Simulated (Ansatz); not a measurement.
**Ta2S in Ansatz: the effect of exact exchange**

Ta2S:

```
Ta S
1.0
     2.80481    0.00000    0.00000
     0.00000    2.80481    0.00000
     0.00000    0.00000    7.53372
Ta S
2 1
Direct
  0.50000 0.50000 0.18593
  0.50000 0.50000 0.81407
  0.50000 0.50000 0.50000
```

The cell was built by a generator and needn't be a form met in nature.

Alike in all runs:

```yaml
Program: Ansatz 0.2.0
Task: single point
Functional: HSE06 form with a typed share of exact exchange
Potentials_or_basis: Ansatz PAW
Cutoff: "420 eV (not typed: the program's choice for these potentials)"
k_mesh: 5 × 5 × 2
Occupations: fermi-dirac, width 0.05 eV
Spin: no spin polarisation
```

| exact exchange | pressure (GPa) |
| --- | --- |
| 0.05 | 1.0 |
| 0.1 | 0.5 |
| 0.15 | -0.1 |
| 0.2 | -0.7 |
| 0.25 | -1.2 |
| 0.3 | -1.6 |
| 0.4 | -2.2 |
| 0.5 | ? |

Task: What does the run with exact exchange 0.5 give?

Result: Pressure -3.1 GPa.

Worked out: A parabola through the other rows of the pressure, of slope -3.16 GPa per unit of exact exchange there, extrapolates to -2.7 GPa, against the run's -3.1. The fit is too stiff a form for this range.

Caveats: all runs use coarse meshes; the PAW data sets come from PBE, with cores solved anew for the run's functional, which leaves a small shift of forces and pressure; the thresholds are loose for stress.
